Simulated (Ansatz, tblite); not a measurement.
# In(H2O)F3 (F3H2InO): one state, many levels

One table from this session's results is given with a row withheld; the runs are named, their logs left out.

Method: as each input shows; program: Ansatz 0.2.0, Gaussian basis.

The runs, in order: GFN1-xTB, GFN2-xTB, PBE-D4/def2-TZVP, r2SCAN-D4/def2-TZVP, revPBE-D4/def2-TZVP, CAM-B3LYP-D4/def2-TZVP, BHLYP-D4/def2-TZVP, B97M-V/def2-TZVP, PBE-QIDH/def2-TZVP, LDA/def2-TZVP, LC-ωPBE/def2-TZVP, PBE-D4/def2-SVP, PBE0-D4/def2-SVP, PBE0-D4/def2-TZVPD, PBE-D4/def2-TZVPD, r2SCAN-D4/def2-TZVPD, CCSD(T)/def2-TZVPP, MP2/def2-TZVP, RPA/def2-TZVP.

2 further runs of the same task are left out: 1 that didn't finish, 1 set aside as unsound or not needed. Runs told in other sessions of the task aren't counted.

**The geometry**

The singlet was relaxed beforehand with PBE0-D4/def2-SVP.

7 atoms, charge 0, spin multiplicity 1.

Bond lengths: In1–O2 2.275 Å, In1–F5 1.939 Å, In1–F6 1.959 Å, In1–F7 1.959 Å, O2–H3 0.971 Å, O2–H4 0.971 Å. Angles: O2–In1–F5 114.9°, O2–In1–F6 84.1°, O2–In1–F7 84.1°, F5–In1–F6 121.2°, F5–In1–F7 121.2°, F6–In1–F7 115.5°, In1–O2–H3 101.6°, In1–O2–H4 101.5°, H3–O2–H4 105.9°.

In takes a core potential in the def2 sets. No spin-orbit coupling is included.

PBE0-D4/def2-TZVP was run before; its log isn't repeated, and its numbers join the tables.

Set-up of the first run:

Tight binding, by tblite at 300 K electronic temperature and without a spin-polarisation term:

```python
tblite.interface.Calculator('GFN1-xTB', numbers, positions, charge=0, uhf=0).singlepoint()
```

Tight binding, by tblite at 300 K electronic temperature and without a spin-polarisation term:

```python
tblite.interface.Calculator('GFN2-xTB', numbers, positions, charge=0, uhf=0).singlepoint()
```

start.molden holds the orbitals of an earlier run on this state, given as this run's starting guess.

The input, in.yaml:

```yaml
crystal:
  periodic: [false, false, false]
  atoms:
    - {symbol: In, position_ang: [0.198456, -0.065891, -0.969696]}
    - {symbol: O, position_ang: [0.198785, 0.045475, 1.302913]}
    - {symbol: H, position_ang: [-0.420195, -0.666238, 1.533082]}
    - {symbol: H, position_ang: [-0.281919, 0.875231, 1.455699]}
    - {symbol: F, position_ang: [1.949741, -0.275227, -1.776070]}
    - {symbol: F, position_ang: [-0.661578, 1.690661, -0.852394]}
    - {symbol: F, position_ang: [-0.983280, -1.604011, -0.693524]}
basis:
  gaussian: {orbitals: def2-TZVP, initial_orbitals: start.molden}
hamiltonian: {xc: pbe, dispersion: d4}
scf: {omitted_lower_state_checks: [starts]}
output: {orbitals: {seedname: orbitals}}
```

The run is started by

```sh
> ansatz run in.yaml --threads 4 --pin off --events-out ev --progress --plain --max-ram 3916MiB
```

Among the steps run: PBE-D4/def2-TZVP; r2SCAN-D4/def2-TZVP; revPBE-D4/def2-TZVP; CAM-B3LYP-D4/def2-TZVP; BHLYP-D4/def2-TZVP; B97M-V/def2-TZVP; PBE-QIDH/def2-TZVP; LDA/def2-TZVP; LC-ωPBE/def2-TZVP; PBE-D4/def2-SVP; PBE0-D4/def2-SVP; PBE0-D4/def2-TZVPD; PBE-D4/def2-TZVPD; r2SCAN-D4/def2-TZVPD; CCSD(T)/def2-TZVPP; MP2/def2-TZVP; RPA/def2-TZVP.

One of the session's tables, all rows but one given; the rest of the session is left out.

It belongs to the step «Levels side by side». 

```
                 level  HOMO (eV)  LUMO (eV)  gap (eV)
         LDA/def2-TZVP      -8.85      -3.85      5.00
       PBE-D4/def2-SVP      -8.07      -3.11      4.95
      PBE-D4/def2-TZVP      -8.55      -3.44      5.11
     PBE-D4/def2-TZVPD      -8.66      -3.57      5.09
   revPBE-D4/def2-TZVP      -8.44      -3.28      5.17
   r2SCAN-D4/def2-TZVP      -9.00      -3.18      5.82
  r2SCAN-D4/def2-TZVPD      -9.06      -3.26      5.80
      B97M-V/def2-TZVP      -9.10      -3.31      5.79
      PBE0-D4/def2-SVP     -10.17      -2.22      7.95
     PBE0-D4/def2-TZVP     -10.53      -2.49      8.04
    PBE0-D4/def2-TZVPD          ?          ?         ?
    BHLYP-D4/def2-TZVP     -12.50      -1.66     10.84
CAM-B3LYP-D4/def2-TZVP     -12.11      -1.58     10.53
     LC-ωPBE/def2-TZVP     -13.37      -0.10     13.27
```

Q: Estimate the row for PBE0-D4/def2-TZVPD from the others.

As computed: HOMO (eV): -10.60; LUMO (eV): -2.62; gap (eV): 7.99. In the column «HOMO (eV)» it lies between CAM-B3LYP-D4/def2-TZVP (-12.11) and PBE0-D4/def2-TZVP (-10.53).
